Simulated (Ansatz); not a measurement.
# MgTi2, space group P-62m: a scan of one input key

Computed with Ansatz 0.2.0, Python API.

The script reads `mgti2.extxyz`:
```text
6
Lattice="5.14388691 0.0 0.0 -2.57194345 4.45473674 0.0 0.0 0.0 4.891787" Properties=species:S:1:pos:R:3 pbc="T T T"
Mg    2.57194348    1.48491223    0.00000000
Mg   -0.00000003    2.96982451    0.00000000
Ti   -0.81306205    1.40826479    2.44589350
Ti    1.75888140    3.04647195    2.44589350
Ti    1.62612411    0.00000000    2.44589350
Ti    0.00000000    0.00000000    0.00000000
```

Notebook, run cell by cell (the value of a cell's last expression is shown):

In [1]:
```python
import ansatz as az
```

In [2]:
```python
FUNCTIONAL = "LDA"
CUTOFF = 450
MESH = (5, 5, 5)
SIGMA = 0.1
```

In [3]:
```python
system = az.Crystal.from_extxyz("mgti2.extxyz")
```

In [4]:
```python
len(system.resolved().sites)
```
Out [4]:
```text
6
```

In [5]:
```python
model = system.calculation()
model = model.functional(FUNCTIONAL)
model = model.basis(CUTOFF).kpoints(*MESH)
model = model.occupations(az.OccupationsMethod.COLD, width=SIGMA)
model = model.band_table()
typed = model.input()
rows = []
for value in [0.1, 0.3, 0.6]:
    edited = typed.set(az.key.scf.mixing.beta, value)
    summary = az.Session.from_dict(edited).plan().execute().report
    rows.append((value, summary["free_energy_ev"], summary["n_iterations"], len(summary["eigenvalues_ev"][0]) if "eigenvalues_ev" in summary else 0))
for row in rows:
    print("; ".join(f"{name} = {round(v, 4) if isinstance(v, float) else v}" for name, v in zip(["beta", "F eV", "iterations", "bands listed"], row)))
print(edited.to_yaml())
```
```text
beta = 0.1; F eV = -13602.8187; iterations = 9; bands listed = 41
beta = 0.3; F eV = -13602.8187; iterations = 9; bands listed = 41
beta = 0.6; F eV = -13602.8187; iterations = 10; bands listed = 41
crystal:
  lattice:
    - [5.14388691, 0.0, 0.0]
    - [-2.57194345, 4.45473674, 0.0]
    - [0.0, 0.0, 4.891787]
  atoms:
    - { symbol: Mg, position: [0.6666666693321274, 0.33333332959199735, 0.0] }
    - { symbol: Mg, position: [0.3333333287238173, 0.6666666704080025, 0.0] }
    - { symbol: Ti, position: [7.188152452625662e-10, 0.3161275002751341, 0.5] }
    - { symbol: Ti, position: [0.6838724991141952, 0.6838724997248659, 0.5] }
    - { symbol: Ti, position: [0.3161275001669895, 0.0, 0.5] }
    - { symbol: Ti, position: [0.0, 0.0, 0.0] }
basis:
  ecutwfc: 450.0
kpoints:
  mp_grid:
    grid: [5, 5, 5]
hamiltonian:
  xc: lda
scf:
  occupations:
    method: cold
    width: 0.1
  mixing:
    beta: 0.6
output:
  eigenvalues: true
```

Notes:
- Total energies depend on the potentials; only differences at equal settings carry meaning. A total without «per atom» is that of the whole cell that was run.
- Spin is left out of this run.
- The mesh is modest for a metal, so energies can be off by several to tens of meV an atom and pressures by half a GPa or more; differences at equal mesh fare better.
- The structure comes from a database of computed cells and needn't be a stable or known phase.
- Timing: 18 s on 1 thread of Arm Neoverse V2, with other jobs on the host, peak memory 0.39 GiB.
